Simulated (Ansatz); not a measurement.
**Hf3B2Cl4: what a guessed cell relaxes into**

Aim: relax a trial structure of Hf3B2Cl4 and see where it ends.

Method: DFT PBE, scalar-relativistic, plane waves, PAW, in Ansatz 0.2.0.

## Step 1: Starting point

It takes space group Immm (No. 71, orthorhombic). Conventional cell: a = 5.424 Å, b = 6.159 Å, c = 8.377 Å, α = 90.00°, β = 90.00°, γ = 90.00°. Around Hf (site symmetry mmm) lie 4 Cl at 1.18 Å. Hf (site symmetry mm2) is surrounded by 1 B at 0.86 Å. B (site symmetry mmm) has 2 B at 2.71 Å and 4 Cl at 2.72 Å and 6 Hf at 2.84 to 3.08 Å as nearest neighbours. Around B (site symmetry mmm) lie 2 Hf at 0.86 Å. Cl (site symmetry m) is surrounded by 1 Cl at 1.14 Å and 1 Hf at 1.18 Å.

As a file:

```cif
data_structure
_symmetry_space_group_name_H-M 'P 1'
_symmetry_Int_Tables_number 1
_cell_length_a 5.8636
_cell_length_b 5.8636
_cell_length_c 5.8636
_cell_angle_alpha 124.900
_cell_angle_beta 116.640
_cell_angle_gamma 88.824
_cell_volume 139.92
loop_
_atom_site_label
_atom_site_type_symbol
_atom_site_fract_x
_atom_site_fract_y
_atom_site_fract_z
_atom_site_occupancy
Hf1 Hf 0.00000 0.00000 0.00000 1
Hf2 Hf 0.60213 0.60213 0.00000 1
Hf3 Hf 0.39787 0.39787 0.00000 1
B1 B 0.50000 0.00000 0.50000 1
B2 B 0.50000 0.50000 0.00000 1
Cl1 Cl 0.09238 0.19064 0.28302 1
Cl2 Cl 0.09238 0.80936 0.90173 1
Cl3 Cl 0.90762 0.19064 0.09827 1
Cl4 Cl 0.90762 0.80936 0.71698 1
```

Recipe of the guess: random cell by space group and Wyckoff sites (Immm, No. 71). Lengths come from tabulated atomic sizes and are only a guess.

## Step 2: A first look at the guess

Contents of input.yaml:

```yaml
crystal:
  lattice:
    - [-2.71204954, 3.07938128, 4.18851042]
    - [2.71204954, -3.07938128, 4.18851042]
    - [2.71204954, 3.07938128, -4.18851042]
  atoms:
    - { symbol: Hf, position: [0.0, 0.0, 0.0] }
    - { symbol: Hf, position: [0.60213357, 0.60213357, 0.0] }
    - { symbol: Hf, position: [0.39786643, 0.39786643, 0.0] }
    - { symbol: B, position: [0.5, 0.0, 0.5] }
    - { symbol: B, position: [0.5, 0.5, 0.0] }
    - { symbol: Cl, position: [0.09237778, 0.1906442, 0.28302198] }
    - { symbol: Cl, position: [0.09237778, 0.8093558, 0.90173358] }
    - { symbol: Cl, position: [0.90762222, 0.1906442, 0.09826642] }
    - { symbol: Cl, position: [0.90762222, 0.8093558, 0.71697802] }
basis:
  ecutwfc: 420
kpoints:
  mp_grid: { grid: [4, 4, 4] }
hamiltonian:
  xc: pbe
scf:
  occupations: { method: gaussian, width: 0.1 }
  lower_state_search: "off"
output:
  forces: true
  stress: true
  eigenvalues: true
```

Launch:

```sh
$ ansatz run input.yaml --threads 1 --pin off --max-ram 2560MiB --backend cpu --events-out ev --progress --plain --runs-dir out
```

The session goes on with these runs: rough relaxation on the coarse mesh; full relaxation.

Before running it: what results should come out? Wanted: conventional cell; volume; energy over the elements; gap on the mesh.

**Answer**, as computed:

| quantity | value |
| --- | --- |
| symmetry at the end (tolerance 0.05 Å) | space group Immm (No. 71) |
| conventional cell | a = 6.301 Å, b = 10.271 Å, c = 10.443 Å, α = 90.00°, β = 90.00°, γ = 90.00° |
| volume | 37.54 Å³/atom |
| energy over the elements (uncorrected; H, N, O, F and Cl as molecules) | +0.87 eV/atom |
| gap on the mesh | none (metal) |

**Reading.** The space group Immm (No. 71) is kept, and the volume per atom grows by 141.5 % from the first guess. The formation energy is positive, so the separate elements lie lower. No finished test with a distortion of lower symmetry is shown, so the end may be a saddle point. Spin-orbit coupling is left out, which matters for the bands of Hf. Where forces pass 15 eV/Å atoms stand far too close, the PAW spheres overlap strongly and those numbers are rough.
